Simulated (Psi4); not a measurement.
# A workflow on GaH2OF (SMILES [OH][GaH][F])

Aim: a geometry optimisation (PBE0-D4/cc-pVTZ), then the harmonic vibrations, then the excited states (TD-PBE0/cc-pVTZ) of GaH2OF. 

The results are computed with Psi4 1.11.

## Step 1: The structure to begin with

GaH2OF: 5 atoms, total charge 0, spin state singlet. As SMILES, `[OH][GaH][F]`. All atoms were displaced at random from a relaxed shape. The run starts from this shape.

Bond lengths: O1–Ga2 1.646 Å, Ga2–F3 1.659 Å, O1–H4 0.911 Å, Ga2–H5 1.573 Å. Angles: O1–Ga2–F3 120.9°, O1–Ga2–H5 123.4°, F3–Ga2–H5 115.7°, Ga2–O1–H4 121.0°.

## Step 2: A structure relaxation at PBE0-D4/cc-pVTZ (density fitting) (run 1)

Input file run.py:

```python
import psi4

psi4.set_memory('1600 MB')
psi4.set_num_threads(1)
psi4.core.set_output_file('psi4.out', False)

mol = psi4.geometry("""
O     -1.063404    -0.566932    -0.228540
Ga     0.310037     0.322237    -0.045241
F      0.505181     1.764631    -0.841604
H     -1.182537    -1.347219     0.227176
H      1.515348    -0.123596     0.861538
""")

psi4.set_options({
    'reference': 'rks',
    'geom_maxiter': 60,
})

e = psi4.optimize('pbe0-d4/cc-pVTZ', molecule=mol)
print(f'pbe0-d4/cc-pVTZ energy: {e:.10f} Eh')
print(mol.to_string(dtype='xyz', units='Angstrom'))
```

Started as:

```console
python run.py
```

psi4.out:

```text
[...]
  Running in c1 symmetry.
[...]
  Nuclear repulsion =  208.987740230597183
[...]
  Multiplicity = 1
[...]
  Nalpha       = 25
  Nbeta        = 25
[...]
    Number of basis functions: 131
[...]
   @DF-RKS iter   1: -2099.54568509909359   -2.12730e+00   1.59434e-02 ADIIS/DIIS
[...]
   @DF-RKS iter   7: -2100.86738624127156   -4.54747e-13   2.44605e-09 DIIS
[...]
  @DF-RKS Final Energy: -2100.86738624127156
   => Energetics <=
    Nuclear Repulsion Energy =            198.6054244398516460
    One-Electron Energy =               -3324.9502752578705440
    Two-Electron Energy =                1096.8714646685643856
    DFT Exchange-Correlation Energy =     -71.3920893813759534
    Empirical Dispersion Energy =          -0.0019107104408894
    VV10 Nonlocal Energy =                  0.0000000000000000
    Total Energy =                      -2100.8673862412715607
[...]
 Multipole Moments:
 ------------------------------------------------------------------------------------
     Multipole            Electronic (a.u.)      Nuclear  (a.u.)        Total (a.u.)
 ------------------------------------------------------------------------------------
 L = 1.  Multiply by 2.5417464519 to convert [e a0] to [Debye]
 Dipole X            :          2.0619334           -1.7199262            0.3420072
 Dipole Y            :          1.7007636           -2.6905718           -0.9898083
 Dipole Z            :          0.0245725            0.7801998            0.8047723
 Magnitude           :                                                    1.3207376
[...]
  -Total Gradient:
     Atom            X                  Y                   Z
    ------   -----------------  -----------------  -----------------
       1       -0.000055268291     0.000045542518    -0.000194487122
       2        0.000014223144     0.000218833049    -0.000072069689
       3       -0.000028043508     0.000010311279     0.000003422890
       4       -0.000010515433     0.000056928967     0.000054058372
       5       -0.000006092690     0.000065441505    -0.000084976507
[...]
    Final optimized geometry and variables:
    Molecular point group: c1
    Full point group: C1
    Geometry (in Angstrom), charge = 0, multiplicity = 1:
    O           -1.304467795937    -0.965069995813    -0.085677955228
    GA           0.224390613811    -0.120332301105     0.193333645599
    F            0.282938318266     1.372349038288    -0.707280124281
    H           -1.395633726684    -1.790473583295     0.392095480530
    H            1.418676451057    -0.533595759426     1.078370207041
[...]
```

On the terminal:

```text
Some dependencies such as QCElemental have not yet finished migration to pydantic v2. If issues are encountered please downgrade pydantic or upgrade QCElemental as appropriate
	Previous geometry is closer to target in internal coordinates, so using that one.

	Best geometry has RMS(Delta(q)) = 5.61e-06

	Energy ratio indicates iffy step.
	Intrafrag trust radius decreased to   0.25.
Optimizer: Optimization complete!
pbe0-d4/cc-pVTZ energy: -2100.8673862413 Eh
5
0 1 FGaH2O
O                    -1.304467795937    -0.965069995813    -0.085677955228
Ga                    0.224390613811    -0.120332301105     0.193333645599
F                     0.282938318266     1.372349038288    -0.707280124281
H                    -1.395633726684    -1.790473583295     0.392095480530
H                     1.418676451057    -0.533595759426     1.078370207041
```

Wall time 51 s (1 thread of INTEL XEON PLATINUM 8581C at 2.30GHz (Emerald Rapids), shared host); peak memory 1 GiB.

Step by step:

| step | energy from the first frame kept (eV) | largest force (eV/Å) |
| --- | --- | --- |
| 0 | 0.0000 | 4.5483 |
| 1 | -0.4203 | 1.1622 |
| 2 | -0.4605 | 0.3709 |
| 3 | -0.4717 | 0.0726 |
| 4 | -0.4718 | 0.0559 |
| 5 | -0.4721 | 0.0119 |
| 6 | -0.4721 | 0.0119 |

After the run. Bond lengths: O1–Ga2 1.769 Å, Ga2–F3 1.744 Å, O1–H4 0.958 Å, Ga2–H5 1.543 Å. Angles: O1–Ga2–F3 110.9°, O1–Ga2–H5 129.2°, F3–Ga2–H5 120.0°, Ga2–O1–H4 114.5°.

## Step 3: Vibrational wavenumbers at PBE0-D4/cc-pVTZ (density fitting) (run 2)

Input file run.py:

```python
import psi4

psi4.set_memory('1600 MB')
psi4.set_num_threads(1)
psi4.core.set_output_file('run.log', False)

mol = psi4.geometry("""
O     -1.169540    -0.538531    -0.290197
Ga     0.359318     0.306206    -0.011185
F      0.417866     1.798888    -0.911799
H     -1.260706    -1.363935     0.187576
H      1.553604    -0.107057     0.873851
symmetry c1
""")

options = {'basis': 'cc-pVTZ', 'reference': 'rks', 't': 298.15, 'rotational_symmetry_number': 1}
psi4.set_options(options)

E, wfn = psi4.frequencies("pbe0-d4", return_wfn=True)
print(f'total energy {E:.8f} hartree = {E * 27.211386:.5f} eV')
print('wavenumbers / cm^-1:', wfn.frequencies().np.round(1))
for k in ('ZPVE', 'ENTHALPY', 'GIBBS FREE ENERGY'):
    print(f'{k}: {psi4.variable(k):.8f} Eh')
```

Started as:

```console
python run.py
```

run.log:

```text
[...]
  Running in c1 symmetry.
[...]
  Nuclear repulsion =  198.605420714835361
[...]
  Multiplicity = 1
[...]
  Nalpha       = 25
  Nbeta        = 25
[...]
    Number of basis functions: 131
[...]
   @DF-RKS iter   1: -2099.60502359745624   -2.46904e+00   1.56763e-02 ADIIS/DIIS
[...]
   @DF-RKS iter  12: -2100.86738451516885   -2.27374e-12   2.92144e-09 DIIS
[...]
  @DF-RKS Final Energy: -2100.86738451516885
   => Energetics <=
    Nuclear Repulsion Energy =            198.6089057464644441
    One-Electron Energy =               -3324.9588410226242559
    Two-Electron Energy =                1096.8763741005006978
    DFT Exchange-Correlation Energy =     -71.3919124871614059
    Empirical Dispersion Energy =          -0.0019108523483338
    VV10 Nonlocal Energy =                  0.0000000000000000
    Total Energy =                      -2100.8673845151688511
[...]
  -Total Gradient:
     Atom            X                  Y                   Z
    ------   -----------------  -----------------  -----------------
       1        0.000057291296     0.000866486770    -0.000701031771
       2        0.000208794021     0.000138956729     0.000140357286
       3       -0.000014368322    -0.000007267083     0.000009565334
       4       -0.000092176251    -0.000753290817     0.000546041905
       5       -0.000243885087     0.000151420131    -0.000290259766
[...]
  ==> Harmonic Vibrational Analysis <==
[...]
  Freq [cm^-1]                 214.3564            362.8906            479.2160
[...]
  IR activ [km/mol]            13.2894             65.6422             88.6460
[...]
  Freq [cm^-1]                 580.9780            695.6921            729.6051
[...]
  IR activ [km/mol]            136.3617            44.8160             80.3025
[...]
  Freq [cm^-1]                 835.6883           2060.9285           3918.8664
[...]
  IR activ [km/mol]            78.8960             73.3144             65.8246
[...]
  Total E_0, Enthalpy at 0 [K]                                                        -2100.84488200 [Eh]
[...]
  Total H, Enthalpy at  298.15 [K]                                                    -2100.83952389 [Eh]
[...]
  Total G, Gibbs energy at  298.15 [K]                                                -2100.87220249 [Eh]
[...]
```

Standard output:

```text
Warning: used thermodynamics relations inappropriate for low-frequency modes: ['214.3564' '362.8906' '479.2160' '580.9780']
total energy -2100.86738624 hartree = -57167.51338 eV
wavenumbers / cm^-1: [ 214.4  362.9  479.2  581.   695.7  729.6  835.7 2060.9 3918.9]
ZPVE: 0.02250424 Eh
ENTHALPY: -2100.83952389 Eh
GIBBS FREE ENERGY: -2100.87220249 Eh
```

Wall time 3.7 min (1 thread of INTEL XEON PLATINUM 8581C at 2.30GHz (Emerald Rapids), shared host); peak memory 1.1 GiB.

## Step 4: The vertical excitations at TD-PBE0/cc-pVTZ (density fitting, save jk yes) (run 3)

Input file job.dat:

```
memory 1600 MB

molecule molecule1 {
  0 1
  O
  Ga 1 R2
  F 2 R3 1 A3
  H 1 R4 2 A4 3 D4
  H 2 R5 3 A5 1 D5

  R2 = 1.768851
  R3 = 1.744314
  A3 = 110.86943
  R4 = 0.958055
  A4 = 114.52087
  D4 = -179.4521
  R5 = 1.542853
  A5 = 119.96099
  D5 = 179.91388
  units angstrom
  symmetry c1
}

set basis cc-pVTZ
set save_jk true

from psi4.driver.procrouting.response.scf_response import tdscf_excitations
e, wfn = energy("pbe0", return_wfn=True)
states = tdscf_excitations(wfn, states=4, tda=False)
```

Started as:

```console
psi4 -n 1 job.dat job.out
```

job.out:

```text
[...]
  Running in c1 symmetry.
[...]
  Nuclear repulsion =  198.605462425248618
[...]
  Multiplicity = 1
[...]
  Nalpha       = 25
  Nbeta        = 25
[...]
    Number of basis functions: 131
[...]
   @DF-RKS iter   1: -2099.60311268934402   -2.46903e+00   1.56763e-02 DIIS/ADIIS
[...]
   @DF-RKS iter   9: -2100.86547552707316   -1.17590e-07   7.29646e-07 DIIS
[...]
    Orbital Energies [Eh]
    ---------------------
    Doubly Occupied:
       1A   -372.930356     2A    -46.076155     3A    -40.791507
       4A    -40.786637     5A    -40.786159     6A    -24.719618
       7A    -19.212219     8A     -5.589863     9A     -3.863569
      10A     -3.852515    11A     -3.851209    12A     -1.159691
      13A     -1.023765    14A     -0.888064    15A     -0.887386
      16A     -0.885656    17A     -0.879269    18A     -0.871189
      19A     -0.527457    20A     -0.460703    21A     -0.407481
      22A     -0.401347    23A     -0.394171    24A     -0.344009
      25A     -0.342813
[...]
  @DF-RKS Final Energy: -2100.86547552707316
   => Energetics <=
    Nuclear Repulsion Energy =            198.6054624252486178
    One-Electron Energy =               -3324.9516925767320572
    Two-Electron Energy =                1096.8729081032056456
    DFT Exchange-Correlation Energy =     -71.3921534787955494
    Empirical Dispersion Energy =           0.0000000000000000
    VV10 Nonlocal Energy =                  0.0000000000000000
    Total Energy =                      -2100.8654755270731584
[...]
 Multipole Moments:
 ------------------------------------------------------------------------------------
     Multipole            Electronic (a.u.)      Nuclear  (a.u.)        Total (a.u.)
 ------------------------------------------------------------------------------------
 L = 1.  Multiply by 2.5417464519 to convert [e a0] to [Debye]
 Dipole X            :         -0.0010340            0.0062679            0.0052339
 Dipole Y            :         -0.6275227            1.9472682            1.3197455
 Dipole Z            :          2.5982697           -2.6484189           -0.0501492
 Magnitude           :                                                    1.3207083
[...]
                                    Excitation Energy         Total Energy        Oscillator Strength             Rotatory Strength
[...]
Excited State    1 (1 A):   0.25247 au   180.47 nm f = 0.0117
[...]
Excited State    2 (1 A):   0.26294 au   173.29 nm f = 0.0136
[...]
Excited State    3 (1 A):   0.26347 au   172.94 nm f = 0.0372
[...]
Excited State    4 (1 A):   0.29429 au   154.82 nm f = 0.2220
[...]
```

Run time: 25 s. Hardware: 1 thread of INTEL XEON PLATINUM 8581C at 2.30GHz (Emerald Rapids), shared host; peak memory 0.98 GiB.

The roots found:

| excited state | energy (eV) | strength | label |
| --- | --- | --- | --- |
| 1 | 6.870 | 0.0117 | A 1 |
| 2 | 7.155 | 0.0136 | A 1 |
| 3 | 7.169 | 0.0372 | A 1 |
| 4 | 8.008 | 0.2220 | A 1 |

## Step 5: Outcome

| quantity | value |
| --- | --- |
| run 1, PBE0-D4/cc-pVTZ: total energy at the end | -2100.86739 Eh |
| run 1, PBE0-D4/cc-pVTZ: dipole moment | 3.36 D |
| run 1, PBE0-D4/cc-pVTZ: HOMO energy | -9.33 eV |
| run 1, PBE0-D4/cc-pVTZ: LUMO energy | -0.92 eV |
| run 1, PBE0-D4/cc-pVTZ: HOMO–LUMO gap | 8.41 eV |
| run 1, PBE0-D4/cc-pVTZ: dispersion energy | -5.02 kJ/mol |
| run 2, PBE0-D4/cc-pVTZ: lowest harmonic wavenumber | 214 cm⁻¹ |
| run 2, PBE0-D4/cc-pVTZ: highest harmonic wavenumber | 3919 cm⁻¹ |
| run 2, PBE0-D4/cc-pVTZ: zero-point energy | 59.1 kJ/mol |
| run 2, PBE0-D4/cc-pVTZ: ideal-gas entropy at 298.15 K (symmetry number 1 as used) | 68.8 cal/(mol K) |
| run 3, TD-PBE0/cc-pVTZ: ground-state or mean-field energy | -2100.86548 Eh |
| run 3, TD-PBE0/cc-pVTZ: dipole moment (PBE0 Kohn–Sham density) | 3.36 D |
| run 3, TD-PBE0/cc-pVTZ: HOMO energy (PBE0 Kohn–Sham orbitals) | -9.33 eV |
| run 3, TD-PBE0/cc-pVTZ: LUMO energy (PBE0 Kohn–Sham orbitals) | -0.92 eV |
| run 3, TD-PBE0/cc-pVTZ: HOMO–LUMO gap (PBE0 Kohn–Sham orbitals) | 8.41 eV |
| run 3, TD-PBE0/cc-pVTZ: lowest excitation energy | 6.87 eV |

What this shows: The optimisation (run 1, PBE0-D4/cc-pVTZ) took 7 steps and changed the energy by -0.472 eV. All 9 modes (run 2, PBE0-D4/cc-pVTZ) are real, so the shape is a minimum at this level. The brightest of the 4 transitions from the ground state lies at 8.01 eV (155 nm, f = 0.222); the lowest, at 6.87 eV, has f = 0.012. The basis has no diffuse functions, so Rydberg states are missing or pushed up, and the true lowest state may lie lower.
